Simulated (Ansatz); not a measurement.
# Si4BW: the cost of one run

Method: DFT PBE, scalar-relativistic, plane waves, PAW, in Ansatz 0.2.0.

### 1 The system as given

The structure is tetragonal, space group I4/mmm (No. 139). Conventional cell: a = 5.535 Å, b = 5.535 Å, c = 5.362 Å, α = 90.00°, β = 90.00°, γ = 90.00°. Around Si (site symmetry m2m) lie 1 B at 1.64 Å. B (site symmetry 4/mmm) has 4 Si at 1.64 Å as nearest neighbours. W (site symmetry 4/mmm) is surrounded by 2 B at 2.68 Å and 8 Si at 2.99 Å.

Coordinates:

```xyz
6
Lattice="-2.7675 2.7675 2.6811 2.7675 -2.7675 2.6811 2.7675 2.7675 -2.6811" Properties=species:S:1:pos:R:3 pbc="T T T"
Si    1.6362    0.0000    0.0000
Si    3.8987    0.0000    0.0000
Si    0.0000    1.6362    0.0000
Si    0.0000    3.8987    0.0000
B     0.0000    0.0000    0.0000
W     0.0000    0.0000    2.6811
```

A structure generator made this guess: random cell by space group and Wyckoff sites (I4/mmm, No. 139). Its size is a rough estimate.

### 2 The guess as it stands, on a coarse mesh

Contents of input.yaml:

```yaml
crystal:
  lattice:
    - [-2.76745934, 2.76745934, 2.68109139]
    - [2.76745934, -2.76745934, 2.68109139]
    - [2.76745934, 2.76745934, -2.68109139]
  atoms:
    - { symbol: Si, position: [0.0, 0.29561763, 0.29561763] }
    - { symbol: Si, position: [0.0, 0.70438237, 0.70438237] }
    - { symbol: Si, position: [0.29561763, 0.0, 0.29561763] }
    - { symbol: Si, position: [0.70438237, 0.0, 0.70438237] }
    - { symbol: B, position: [0.0, 0.0, 0.0] }
    - { symbol: W, position: [0.5, 0.5, 0.0] }
basis:
  ecutwfc: 420
kpoints:
  mp_grid: { grid: [4, 4, 4] }
hamiltonian:
  xc: pbe
scf:
  occupations: { method: gaussian, width: 0.1 }
  lower_state_search: "off"
output:
  forces: true
  stress: true
  eigenvalues: true
```

Started as:

```sh
ansatz run input.yaml --threads 1 --pin off --max-ram 2560MiB --backend cpu --events-out ev --progress --plain --runs-dir out
```

Q: Estimate wall time and peak memory on 1 thread of AMD EPYC (Zen 3), shared host.

About 3.8 s, with a peak of 0.37 GiB.
